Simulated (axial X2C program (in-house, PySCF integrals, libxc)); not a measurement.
# A two-component session on HfH: EOM-IP-CCSD levels

Aim: EOM-IP-CCSD levels of HfH, with spin–orbit coupling in the Hamiltonian from the start.

Method: two-component X2C with atomic mean-field terms, Hf dyall-acv3z, H dyall-av3z; program: an in-house X2C program for linear molecules on PySCF integrals.

All values are calculated.

## 1. Set-up

task.json

```json
{"zs": [72, 1], "q": 0, "bas": ["dyall-acv3z", "dyall-av3z"], "r0": 1.84, "eom": "ip", "rq": -1, "thr": -2.0, "nmax": 95, "grid": [1, 0.96, 1.045, 0.92, 1.09, 1.15]}
```

Keys: zs atomic numbers; q charge; bas basis sets; r0 starting distance in Å; eom kind of EOM run; thr threshold in hartree for freezing inner shells (an s shell follows its p shell); nmax most natural virtual spinors; grid distances as factors.

The run is started by

```
> python soeom.py task.json out
```

After this run come: EOM-IP-CCSD at 1.902 Å.

What does the calculation give? Wanted: next root led by one particle; T1 of the reference; lowest state, Re and ωe.

As calculated:

| quantity | value |
| --- | --- |
| lowest root at 1.902 Å | Ω = 3/2, 0.561 eV |
| next root led by one particle | Ω = 1/2, about 7070 cm⁻¹ higher |
| T1 of the reference | 0.043 |
| lowest state, Re and ωe | 1.835 Å, 1671 cm⁻¹ |

**Reading.** Removing an electron from the reference determinant of HfH⁻ costs 0.56 eV and empties a spinor of 71% Hf dδ, 25% Hf dπ. The closed-shell reference lies 0.46 eV above the lowest determinant found, so these energies count from an excited configuration. Errors of 0.1 to 0.3 eV are usual at this size, and roots led by higher excitations are left out, so the list is incomplete, and low states of that kind can be missing. T1 or the largest double amplitude of the reference is raised, which lowers the reliability. The bond is 0.115 Å shorter than in the closed-shell reference at CCSD (1.950 Å).
